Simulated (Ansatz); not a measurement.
**AlPF6: small, medium and large basis sets**

One table from this session's results is given with a row withheld; the runs are named, their logs left out.

Computed with Ansatz 0.2.0, Gaussian basis. Level: one geometry, several basis sets.

The runs, in order: PBE0-D4/def2-SVP; ωB97M-V/def2-SVP; PBE0-D4/def2-QZVPP; ωB97M-V/def2-QZVPP; the functionals' def2-TZVPP values are taken from earlier runs.

### The relaxed structure

An earlier PBE0-D4 in a triple-zeta def2 set relaxation fixed the geometry.

SMILES `[F][Al-]([F])([F])[P+](F)(F)F`, 8 atoms, charge 0, spin multiplicity 1.

Atoms are counted from 1 here; the program's logs count them from 0.

Bond lengths: F1–Al2 1.645 Å, Al2–F3 1.645 Å, Al2–F4 1.645 Å, Al2–P5 2.537 Å, P5–F6 1.541 Å, P5–F7 1.541 Å, P5–F8 1.541 Å. Angles: F1–Al2–F3 118.8°, F1–Al2–F4 118.7°, F1–Al2–P5 96.5°, F3–Al2–F4 118.7°, F3–Al2–P5 96.5°, F4–Al2–P5 96.4°, Al2–P5–F6 117.2°, Al2–P5–F7 117.2°, Al2–P5–F8 117.2°, F6–P5–F7 100.8°, F6–P5–F8 100.8°, F7–P5–F8 100.8°.

Set-up of the first run:

File in.yaml:

```yaml
crystal:
  periodic: [false, false, false]
  atoms:
    - {symbol: F, position_ang: [-0.091803, -1.818215, 1.441054]}
    - {symbol: Al, position_ang: [0.852180, -1.158821, 0.266342]}
    - {symbol: F, position_ang: [2.188908, -0.308823, 0.709648]}
    - {symbol: F, position_ang: [0.783436, -1.790253, -1.251064]}
    - {symbol: P, position_ang: [-0.625453, 0.850640, -0.195090]}
    - {symbol: F, position_ang: [-0.895599, 1.811749, 0.979096]}
    - {symbol: F, position_ang: [-0.148540, 1.841938, -1.274564]}
    - {symbol: F, position_ang: [-2.063128, 0.571787, -0.675400]}
basis:
  gaussian: {orbitals: def2-SVP}
hamiltonian: {xc: pbe0, dispersion: d4}
output: {orbitals: {seedname: orbitals}}
```

On the command line:

```sh
ansatz run in.yaml --threads 4 --pin off --events-out ev --progress --plain --max-ram 11315MiB
```

Steps of the session up to this table: PBE0-D4 in def2-SVP; ωB97M-V in def2-SVP; PBE0-D4 in def2-QZVPP; ωB97M-V in def2-QZVPP.

One table of the session follows, with a row left open; its other results are not shown here.

It belongs to the step «Functionals by basis». 

| functional | basis | HOMO (eV) |
| --- | --- | --- |
| PBE0-D4 | def2-SVP | -10.57 |
| PBE0-D4 | def2-TZVPP | ? |
| PBE0-D4 | def2-QZVPP | -10.76 |
| ωB97M-V | def2-SVP | -12.83 |
| ωB97M-V | def2-TZVPP | -12.99 |
| ωB97M-V | def2-QZVPP | -13.05 |

**Question.** Estimate the row for PBE0-D4, def2-TZVPP.

The run gave: HOMO (eV): -10.71. In the column «HOMO (eV)» it lies between PBE0-D4, def2-QZVPP (-10.76) and PBE0-D4, def2-SVP (-10.57).
